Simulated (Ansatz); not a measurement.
# Al3SiNO: the cost of one run

Method: DFT PBE, scalar-relativistic, plane waves, PAW, in Ansatz 0.2.0.

2 further runs of the same task are left out: 1 that didn't finish, 1 set aside as unsound or not needed.

### Step 1. Starting point

It takes space group P2/m (No. 10, monoclinic). The conventional cell has a = 4.871 Å, b = 3.944 Å, c = 4.952 Å, α = 90.00°, β = 118.54°, γ = 90.00°. Al (site symmetry m) has 2 Si at 2.42 Å and 5 Al at 2.43 to 2.93 Å and 2 N at 2.46 Å and 3 O at 2.83 to 2.88 Å as nearest neighbours. Al (site symmetry 2/m) is surrounded by 4 Al at 2.43 Å and 2 Si at 2.44 Å and 2 N at 2.51 Å and 4 O at 3.17 Å. Around Si (site symmetry 2/m) lie 6 Al at 2.42 to 2.44 Å and 2 N at 2.48 Å. Around N (site symmetry 2/m) lie 6 Al at 2.46 to 2.51 Å and 2 Si at 2.48 Å. O (site symmetry 2/m) has 10 Al at 2.83 to 3.17 Å as nearest neighbours.

As a file:

```
CELL_PARAMETERS angstrom
4.87136 0.00000 0.00000
0.00000 3.94438 0.00000
-2.36582 0.00000 4.35022
ATOMIC_POSITIONS crystal
Al 0.16771 0.00000 0.83729
Al 0.83229 0.00000 0.16271
Al 0.50000 0.50000 0.00000
Si 0.00000 0.50000 0.00000
N 0.00000 0.50000 0.50000
O 0.50000 0.00000 0.50000
```

A structure generator made this guess: species swapped into a database cell of LaAlCuNi3 (P2/m, No. 10), with O on the La sites, Si on the Al sites, N on the Cu sites and Al on the Ni sites. Lengths come from tabulated atomic sizes and are only a guess.

### Step 2. Probe: one point on a coarse mesh

Contents of input.yaml:

```yaml
crystal:
  lattice:
    - [4.87136237, 0.0, 0.0]
    - [0.0, 3.9443762, 0.0]
    - [-2.3658188, 0.0, 4.35022412]
  atoms:
    - { symbol: Al, position: [0.167706, 0.0, 0.83728898] }
    - { symbol: Al, position: [0.832294, 0.0, 0.16271102] }
    - { symbol: Al, position: [0.5, 0.5, 0.0] }
    - { symbol: Si, position: [0.0, 0.5, 0.0] }
    - { symbol: "N", position: [0.0, 0.5, 0.5] }
    - { symbol: O, position: [0.5, 0.0, 0.5] }
basis:
  ecutwfc: 420
kpoints:
  mp_grid: { grid: [4, 4, 4] }
hamiltonian:
  xc: pbe
scf:
  occupations: { method: gaussian, width: 0.1 }
  lower_state_search: "off"
output:
  forces: true
  stress: true
  eigenvalues: true
```

The run is started by

```sh
ansatz run input.yaml --threads 1 --pin off --max-ram 2560MiB --backend cpu --events-out ev --progress --plain --runs-dir out
```

What time and memory should one allow on 1 thread of Arm Neoverse V2, shared host?

About 2.7 s, with a peak of 0.34 GiB.
